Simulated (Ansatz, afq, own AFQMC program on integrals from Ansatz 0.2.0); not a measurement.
**MoNH₃ (septet): quantum Monte Carlo beside coupled cluster at scale of all distances = 1.290, def2-SVP**

Aim: compute MoNH₃ (septet) with auxiliary-field quantum Monte Carlo on the same integrals as coupled cluster, and set the energies side by side.

Program: Ansatz 0.2.0, Gaussian basis, and an in-house AFQMC program (afq) on its integrals; all values are calculated. Level of theory: def2-SVP, frozen cores. These are calculated values, not measurements.

Plan: PBE (unrestricted); CCSD(T) on UHF; r2SCAN (unrestricted); PBE0 (unrestricted); B3LYP (unrestricted); CCSDT(Q) on UHF; wB97M-V (unrestricted); B2PLYP (unrestricted); Phaseless AFQMC, CISD trial on UHF.

3 further runs of the same task are left out: 1 for a known fault of the program, 2 that didn't finish. Runs told in other sessions of the task aren't counted.

## Step 1: The system

The geometry derives from a PBE0/def2-TZVP stationary point (not a proven minimum). All distances are scaled together. No spin-orbit coupling is included. Elements past krypton take def2 core potentials.

5 atoms, charge 0, spin multiplicity 7.

Atoms are counted from 1 here; the program's logs count them from 0.

Bond lengths: N2–H3 1.309 Å, N2–H4 1.309 Å, N2–H5 1.309 Å. Angles: H3–N2–H4 107.3°, H3–N2–H5 107.3°, H4–N2–H5 107.3°.

As a file:

```xyz
5
H3MoN
Mo   -0.5199    0.0016   -0.0004
N     2.8430   -0.0087    0.0020
H     3.3209   -1.2269    0.0087
H     3.3258    0.6036    1.0528
H     3.3272    0.5926   -1.0546
```

## Step 2: PBE (unrestricted)

Contents of in.yaml:

```yaml
crystal:
  periodic: [false, false, false]
  atoms:
    - {symbol: Mo, position_ang: [-0.519853, 0.001595, -0.000358]}
    - {symbol: N, position_ang: [2.843048, -0.008726, 0.001960]}
    - {symbol: H, position_ang: [3.320866, -1.226881, 0.008653]}
    - {symbol: H, position_ang: [3.325765, 0.603647, 1.052790]}
    - {symbol: H, position_ang: [3.327183, 0.592624, -1.054567]}
basis:
  gaussian: {orbitals: def2-SVP}
magnetization: {spin_polarized: true, initial_magnetization: 6}
hamiltonian: {xc: {name: PBE}}
output: {orbitals: {seedname: orbitals}}
```

Started as:

```sh
> ansatz run in.yaml --threads 1 --pin off --events-out ev --progress --plain --max-ram 8192MiB --backend cpu
```

The program printed:

```text
Functional definition: PBE
  name "PBE"
  cite "Perdew, Burke & Ernzerhof, Phys. Rev. Lett. 77, 3865 (1996) doi:10.1103/PhysRevLett.77.3865"
  parent pbe
  parameter kappa = 0.804
  parameter beta = 0.06672455060314922
  exchange = pbe_x(kappa = kappa, mu = beta*pi^2/3)
  correlation = pbe_c(beta = beta)
649 factors; their error is unknown
mean field evaluation 1: about -3379.9459 eV, gradient 3.5e1 eV
mean field evaluation 2: about -3345.9155 eV, gradient 7.7e1 eV
mean field evaluation 4: about -3386.0543 eV, gradient 5.9e0 eV
mean field evaluation 8: about -3386.2623 eV, gradient 1.7e-1 eV
mean field evaluation 16: about -3386.2624 eV, gradient 1.4e-5 eV
mean field -3386.26243471 eV, -124.4428491845 hartree, gradient 1.4e-5 eV, S^2 12.001121; 1 other end points of the search recorded, 0 dependent functions left out
reference -3386.26247885 eV, -124.4428508068 hartree; 15, 9 occupied and 45, 51 virtual orbitals, 649 factors
Total energy: -3386.26247885 eV, -124.4428508068 hartree
```

It took 1.9 s on 1 thread of AMD EPYC 7R13 (Zen 3), shared host; peak memory 1.6 GiB.

From the report: ⟨S²⟩ of the determinant 12.001 (pure septet: 12.00).

## Step 3: CCSD(T) on UHF

Edit in.yaml of step 2 so:

```diff
@@ -11,3 +11,2 @@
 magnetization: {spin_polarized: true, initial_magnetization: 6}
-hamiltonian: {xc: {name: PBE}}
-output: {orbitals: {seedname: orbitals}}
+correlation: {method: ccsd_t, electrons: outside_noble_gas, hamiltonian_folder: ham}
```

Started as:

```sh
> ansatz run in.yaml --threads 1 --pin off --events-out ev --progress --plain --max-ram 24576MiB --backend cuda --devices 0, --max-vram 18GiB
```

The program printed (excerpt; [...] marks lines left out):

```text
Functional definition: HF
  name "HF"
  cite "Fock, Z. Phys. 61, 126 (1930) doi:10.1007/BF01340294"
  parent pbe
[...]
632 factors; integrals over basis functions are off by at most 6.5e-4 eV
[...]
mean field -3362.19563466 eV, -123.5584105957 hartree, gradient 1.7e-6 eV, S^2 12.002584; 1 other end points of the search recorded, 0 dependent functions left out
determinant -3362.19563466 eV, -123.5584105957 hartree, with singles and doubles -3370.09838944 eV, -123.8488314770 hartree
determinant -3359.39567721 eV, -123.4555140572 hartree, with singles and doubles -3366.85800392 eV, -123.7297495057 hartree
5 core orbitals not correlated: weight in the atoms' cores, before any rotation towards them, 1.000 or more for the frozen orbitals, at most 0.000 for the correlated occupied ones
reference -3362.19563466 eV, -123.5584105957 hartree; 10, 4 occupied and 45, 51 virtual orbitals, 632 factors
second order -7.20257421 eV of doubles, -0.00000000 eV of singles
cycle   1  -7.90251202 eV  change    2.4e-4 eV  update   9.5e-4
[...]
cycle   7  -7.90252532 eV  change    2.9e-6 eV  update   5.2e-6
perturbative correction -0.22211774 eV, -0.0081626762 hartree
Total energy: -3370.32027771 eV, -123.8569857209 hartree
```

It took 3.6 s on 1 × NVIDIA H100 80GB HBM3 with 1 thread of AMD EPYC 7R13 (Zen 3), shared host; peak host memory 1.6 GiB.

From the report: ⟨S²⟩ of the determinant 12.003 (pure septet: 12.00); correlation -8.1246 eV; T1 0.014; largest double amplitude 0.07.

This run also writes the integrals to the folder ham.

## Step 4: r2SCAN (unrestricted)

Edit in.yaml of step 3 so:

```diff
@@ -11,2 +11,2 @@
 magnetization: {spin_polarized: true, initial_magnetization: 6}
-correlation: {method: ccsd_t, electrons: outside_noble_gas, hamiltonian_folder: ham}
+hamiltonian: {xc: {name: r2SCAN}}
```

Started as:

```sh
> ansatz run in.yaml --threads 1 --pin off --events-out ev --progress --plain --max-ram 8192MiB --backend cpu
```

The program printed:

```text
Functional definition: r2SCAN
  name "r2SCAN"
  cite "Furness, Kaplan, Ning, Perdew & Sun, J. Phys. Chem. Lett. 11, 8208 (2020) doi:10.1021/acs.jpclett.0c02405"
  cite "Furness, Kaplan, Ning, Perdew & Sun, J. Phys. Chem. Lett. 11, 9248 (2020) doi:10.1021/acs.jpclett.0c03077"
  parent r2scan
  parameter k0 = 0.174
  parameter k1 = 0.065
  parameter a1 = 4.9479
  exchange = r2scan_x(k0 = k0, k1 = k1, a1 = a1)
  correlation = r2scan_c
649 factors; their error is unknown
mean field evaluation 1: about -3382.7633 eV, gradient 3.1e1 eV
mean field evaluation 2: about -3365.3250 eV, gradient 6.1e1 eV
mean field evaluation 4: about -3387.7915 eV, gradient 2.8e0 eV
mean field evaluation 8: about -3387.8555 eV, gradient 1.2e-1 eV
mean field evaluation 16: about -3387.8324 eV, gradient 5.8e-4 eV
mean field -3387.83242617 eV, -124.5005453063 hartree, gradient 4.2e-5 eV, S^2 12.002105; 0 other end points of the search recorded, 0 dependent functions left out
reference -3387.83245148 eV, -124.5005462365 hartree; 15, 9 occupied and 45, 51 virtual orbitals, 649 factors
Total energy: -3387.83245148 eV, -124.5005462365 hartree
```

Run time: 2.7 s. Hardware: 1 thread of AMD EPYC 7R13 (Zen 3), shared host; peak memory 1.6 GiB.

From the report: ⟨S²⟩ of the determinant 12.002 (pure septet: 12.00).

## Step 5: PBE0 (unrestricted)

Edit in.yaml of step 4 so:

```diff
@@ -11,2 +11,3 @@
 magnetization: {spin_polarized: true, initial_magnetization: 6}
-hamiltonian: {xc: {name: r2SCAN}}
+hamiltonian: {xc: {name: PBE0}}
+output: {orbitals: {seedname: orbitals}}
```

Same command.

The program printed:

```text
Functional definition: PBE0
  name "PBE0"
  cite "Adamo & Barone, J. Chem. Phys. 110, 6158 (1999) doi:10.1063/1.478522"
  cite "Perdew, Burke & Ernzerhof, Phys. Rev. Lett. 77, 3865 (1996) doi:10.1103/PhysRevLett.77.3865"
  parent pbe
  parameter a = 0.25
  parameter kappa = 0.804
  parameter beta = 0.06672455060314922
  exchange = (1 - a)*pbe_x(kappa = kappa, mu = beta*pi^2/3) + a*exact_x
  correlation = pbe_c(beta = beta)
632 factors; integrals over basis functions are off by at most 6.5e-4 eV
mean field evaluation 1: about -3381.3663 eV, gradient 2.8e1 eV
mean field evaluation 2: about -3374.2011 eV, gradient 4.6e1 eV
mean field evaluation 4: about -3385.4288 eV, gradient 1.3e0 eV
mean field evaluation 8: about -3385.5029 eV, gradient 2.1e-1 eV
mean field evaluation 16: about -3385.5042 eV, gradient 1.0e-3 eV
mean field -3385.50416516 eV, -124.4149832924 hartree, gradient 5.5e-5 eV, S^2 12.001108; 0 other end points of the search recorded, 0 dependent functions left out
reference -3385.50419861 eV, -124.4149845218 hartree; 15, 9 occupied and 45, 51 virtual orbitals, 632 factors
Total energy: -3385.50419861 eV, -124.4149845218 hartree
```

Wall time 2.3 s (1 thread of AMD EPYC 7R13 (Zen 3), shared host); peak memory 1.6 GiB.

From the report: ⟨S²⟩ of the determinant 12.001 (pure septet: 12.00).

## Step 6: B3LYP (unrestricted)

Edit in.yaml of step 5 so:

```diff
@@ -11,3 +11,2 @@
 magnetization: {spin_polarized: true, initial_magnetization: 6}
-hamiltonian: {xc: {name: PBE0}}
-output: {orbitals: {seedname: orbitals}}
+hamiltonian: {xc: {name: B3LYP}}
```

Launched as before.

The program printed (excerpt; [...] marks lines left out):

```text
Functional definition: B3LYP
  name "B3LYP"
  cite "Stephens, Devlin, Chabalowski & Frisch, J. Phys. Chem. 98, 11623 (1994) doi:10.1021/j100096a001"
  cite "Becke, Phys. Rev. A 38, 3098 (1988) doi:10.1103/PhysRevA.38.3098"
  cite "Lee, Yang & Parr, Phys. Rev. B 37, 785 (1988) doi:10.1103/PhysRevB.37.785"
  cite "Vosko, Wilk & Nusair, Can. J. Phys. 58, 1200 (1980) doi:10.1139/p80-159"
[...]
632 factors; integrals over basis functions are off by at most 6.5e-4 eV
[...]
mean field -3388.05128173 eV, -124.5085881001 hartree, gradient 4.8e-5 eV, S^2 12.000653; 0 other end points of the search recorded, 0 dependent functions left out
reference -3388.05150757 eV, -124.5085963994 hartree; 15, 9 occupied and 45, 51 virtual orbitals, 632 factors
Total energy: -3388.05150757 eV, -124.5085963994 hartree
```

It took 2 s on 1 thread of AMD EPYC 7R13 (Zen 3), shared host; peak memory 1.6 GiB.

From the report: ⟨S²⟩ of the determinant 12.001 (pure septet: 12.00).

## Step 7: CCSDT(Q) on UHF

Edit in.yaml of step 6 so:

```diff
@@ -11,2 +11,2 @@
 magnetization: {spin_polarized: true, initial_magnetization: 6}
-hamiltonian: {xc: {name: B3LYP}}
+correlation: {method: ccsdt_q, electrons: outside_noble_gas}
```

Started as:

```sh
> ansatz run in.yaml --threads 1 --pin off --events-out ev --progress --plain --max-ram 24576MiB --backend cuda --devices 0, --max-vram 18GiB
```

The program printed (excerpt; [...] marks lines left out):

```text
Functional definition: HF
  name "HF"
  cite "Fock, Z. Phys. 61, 126 (1930) doi:10.1007/BF01340294"
  parent pbe
[...]
1109 factors; integrals over basis functions are off by at most 1.6e-7 eV
[...]
mean field -3362.19574426 eV, -123.5584146233 hartree, gradient 1.7e-6 eV, S^2 12.002584; 1 other end points of the search recorded, 0 dependent functions left out
determinant -3362.19574426 eV, -123.5584146233 hartree, with singles and doubles -3370.09845548 eV, -123.8488339040 hartree
determinant -3359.39582240 eV, -123.4555193928 hartree, with singles and doubles -3366.85812470 eV, -123.7297539442 hartree
5 core orbitals not correlated: weight in the atoms' cores, before any rotation towards them, 1.000 or more for the frozen orbitals, at most 0.000 for the correlated occupied ones
reference -3362.19574426 eV, -123.5584146233 hartree; 10, 4 occupied and 45, 51 virtual orbitals, 1109 factors
second order -7.20254712 eV of doubles, -0.00000000 eV of singles
cycle   1  -7.53890654 eV  change   -3.4e-1 eV  update   8.3e-2
[...]
cycle  18  -8.14284622 eV  change   -1.2e-6 eV  update   1.5e-6
perturbative correction -0.02021398 eV, -0.0007428502 hartree
Total energy: -3370.35880446 eV, -123.8584015528 hartree
```

Wall time 7.5 s (1 × NVIDIA H100 80GB HBM3 with 1 thread of AMD EPYC 7R13 (Zen 3), shared host); peak host memory 1.6 GiB.

From the report: ⟨S²⟩ of the determinant 12.003 (pure septet: 12.00); correlation -8.1631 eV; T1 0.015; largest double amplitude 0.07.

## Step 8: wB97M-V (unrestricted)

Edit in.yaml of step 7 so:

```diff
@@ -11,2 +11,3 @@
 magnetization: {spin_polarized: true, initial_magnetization: 6}
-correlation: {method: ccsdt_q, electrons: outside_noble_gas}
+hamiltonian: {xc: {name: wB97M-V}}
+output: {orbitals: {seedname: orbitals}}
```

Started as:

```sh
> ansatz run in.yaml --threads 1 --pin off --events-out ev --progress --plain --max-ram 8192MiB --backend cpu
```

The program printed (excerpt; [...] marks lines left out):

```text
Functional definition: wB97M-V
  name "wB97M-V"
  cite "Mardirossian & Head-Gordon, J. Chem. Phys. 144, 214110 (2016) doi:10.1063/1.4952647"
  cite "Becke, J. Chem. Phys. 107, 8554 (1997) doi:10.1063/1.475007"
  cite "Vydrov & Van Voorhis, J. Chem. Phys. 133, 244103 (2010) doi:10.1063/1.3521275"
  # Of w^i u^j: cxij and so on, Table III.
[...]
  gx(w, u) = 1 - cx + cx01*u + cx10*w
  gss(w, u) = css00 + css04*u^4 + css10*w + css20*w^2 + css43*w^4*u^3
  gos(w, u) = cos00 + cos10*w + (cos20 + cos21*u)*w^2 + (cos60 + cos61*u)*w^6
[...]
      + integral(e_c_pw_mod_opposite_spin*gos(b97_w_opposite, b97_u_opposite)) + vv10(b, c)
632 factors; integrals over basis functions are off by at most 6.5e-4 eV
170 factors; integrals over basis functions are off by at most 7.6e-5 eV
[...]
mean field -3383.91693286 eV, -124.3566535814 hartree, gradient 6.7e-5 eV, S^2 12.001257; 0 other end points of the search recorded, 0 dependent functions left out
reference -3383.91697736 eV, -124.3566552168 hartree; 15, 9 occupied and 45, 51 virtual orbitals, 632 factors
Total energy: -3383.91697736 eV, -124.3566552168 hartree
```

It took 8.5 s on 1 thread of AMD EPYC 7R13 (Zen 3), shared host; peak memory 1.6 GiB.

From the report: ⟨S²⟩ of the determinant 12.001 (pure septet: 12.00).

## Step 9: B2PLYP (unrestricted)

Edit in.yaml of step 8 so:

```diff
@@ -11,3 +11,3 @@
 magnetization: {spin_polarized: true, initial_magnetization: 6}
-hamiltonian: {xc: {name: wB97M-V}}
-output: {orbitals: {seedname: orbitals}}
+hamiltonian: {xc: {name: B2PLYP}}
+correlation: {electrons: outside_noble_gas}
```

Same command.

The program printed (excerpt; [...] marks lines left out):

```text
Functional definition: B2PLYP
  name "B2PLYP"
  cite "Grimme, J. Chem. Phys. 124, 034108 (2006) doi:10.1063/1.2148954"
  cite "Becke, Phys. Rev. A 38, 3098 (1988) doi:10.1103/PhysRevA.38.3098"
  cite "Lee, Yang & Parr, Phys. Rev. B 37, 785 (1988) doi:10.1103/PhysRevB.37.785"
[...]
632 factors; integrals over basis functions are off by at most 6.5e-4 eV
[...]
mean field -3378.11250149 eV, -124.1433446629 hartree, gradient 2.5e-6 eV, S^2 12.000952; 0 other end points of the search recorded, 0 dependent functions left out
5 core orbitals not correlated: weight in the atoms' cores, before any rotation towards them, 1.000 or more for the frozen orbitals, at most 0.000 for the correlated occupied ones
reference -3378.11264391 eV, -124.1433498967 hartree; 10, 4 occupied and 45, 51 virtual orbitals, 632 factors
second order -9.04135708 eV of doubles, -0.00000000 eV of singles
Total energy: -3380.55381032 eV, -124.2330611076 hartree
```

Wall time 2.3 s (1 thread of AMD EPYC 7R13 (Zen 3), shared host); peak memory 1.7 GiB.

From the report: ⟨S²⟩ of the determinant 12.001 (pure septet: 12.00).

## Step 10: Phaseless AFQMC, CISD trial on UHF

It reads the integrals that the CCSD(T) run on this determinant wrote.

Started as:

```sh
> afq ham --method phaseless --trial cisd --walkers 4000 --populations 20 --least-time 60 --time-step 0.005 --steps-per-block 50 --equilibration-blocks 40 --max-blocks 4000 --target-error 0.00045 --factor-cut 1e-05 --start spin_pure --seed 4973 --release-times 0.24,0.6,1.2,1.8,2.6 --release-step 0.04 --release-every 3 --taylor-order 6
```

The program printed:

```text
orbitals 55  electrons 10 4  factors 442 of 632
reference energy -123.55841060 Eh
CCSD correlation -0.29041226 Eh in 12 cycles, weight of the determinant in the CISD state 0.8727
energy of the start -123.848815 Eh
 block  time / (1/Eh)  mean weight  energy / Eh
     1     0.250  0.9999  -123.844256
     2     0.500  0.9997  -123.847218
     3     0.750  1.0000  -123.850095
     4     1.000  0.9999  -123.851719
     5     1.250  0.9999  -123.853605
     6     1.500  1.0004  -123.855231
     7     1.750  0.9995  -123.855397
     8     2.000  0.9995  -123.856014
     9     2.250  1.0003  -123.855898
    10     2.500  1.0001  -123.858431
    11     2.750  1.0000  -123.857654
    13     3.250  1.0001  -123.857974
    15     3.750  0.9997  -123.856391
    17     4.250  0.9998  -123.858003
    19     4.750  0.9999  -123.857472
    21     5.250  1.0002  -123.856792
    23     5.750  1.0004  -123.857178
    25     6.250  1.0004  -123.857981
    27     6.750  1.0000  -123.858612
    29     7.250  0.9997  -123.857269
    31     7.750  0.9996  -123.857307
    33     8.250  1.0000  -123.858607
    35     8.750  0.9997  -123.857280
    37     9.250  0.9999  -123.858563
    39     9.750  0.9999  -123.857212
    41    10.250  1.0002  -123.857377
    43    10.750  1.0000  -123.856577
    45    11.250  1.0000  -123.857777
    47    11.750  1.0001  -123.858290
    49    12.250  0.9997  -123.857384
    51    12.750  0.9997  -123.858027
    53    13.250  0.9999  -123.858106
    55    13.750  1.0001  -123.858784
    57    14.250  0.9999  -123.857323
    59    14.750  0.9998  -123.858543
    61    15.250  1.0002  -123.858222
    63    15.750  0.9998  -123.857969
    65    16.250  0.9999  -123.858576
    67    16.750  1.0004  -123.859166
    69    17.250  1.0000  -123.856667
    71    17.750  1.0000  -123.856627
    73    18.250  0.9997  -123.858811
    75    18.750  0.9998  -123.858577
    77    19.250  1.0005  -123.857196
    79    19.750  0.9997  -123.857387
    81    20.250  1.0003  -123.858206
    83    20.750  1.0000  -123.857352
    85    21.250  0.9999  -123.859650
    87    21.750  0.9996  -123.857432
    89    22.250  1.0003  -123.857955
error from the spread of 20 populations
released: time / (1/Eh)  energy / Eh  error  mean overlap
  0.24  -123.858188  0.000155  0.9974
  0.60  -123.858295  0.000141  0.9972
  1.20  -123.858487  0.000222  0.9922
  1.80  -123.858095  0.000496  0.9895
  2.60  -123.858400  0.000245  0.9855
energy -123.857901 +/- 0.000245 Eh
```

Run time: 85 s. Hardware: 1 × NVIDIA H100 80GB HBM3 with 2 threads of AMD EPYC 7R13 (Zen 3), shared host; peak host memory 1.7 GiB.

Energy -3370.3452 ± 0.0067 eV. Caveats: constraint bias not in the error.

## Step 11: AFQMC on the ladder

On the UHF determinant, counted from CCSDT(Q) (a yardstick, not exact):

```tsv
level	energy (eV)	from CCSDT(Q) (kJ/mol)	statistical error (kJ/mol)	time
HF	-3362.1956	+787.6		
MP2	-3369.3982	+92.7		
CCSD	-3370.0982	+25.1		
CCSD(T)	-3370.3203	+3.7		
CCSDT(Q)	-3370.3588	0.0		
Phaseless AFQMC, CISD trial, step 0.005, 4000 walkers	-3370.3452	+1.3	0.6	85 s
```

The functionals' totals stand on their own zeros and serve differences with other points: PBE -3386.262 eV; r2SCAN -3387.832 eV; PBE0 -3385.504 eV; B3LYP -3388.052 eV; wB97M-V -3383.917 eV; B2PLYP -3380.554 eV.

## Step 12: Outcome

| quantity | value |
| --- | --- |
| CCSD(T) on UHF from CCSDT(Q) | +3.7 kJ/mol |
| Phaseless AFQMC, CISD trial on UHF from CCSDT(Q) | +1.3 ± 0.6 kJ/mol |

On UHF the phaseless walk with the CISD trial lies +1.3 kJ/mol from CCSDT(Q), within three error bars. Error bars are statistical and leave out the constraint, the time step and what remains of the start. Mo carries a core potential, and spin-orbit coupling is left out.
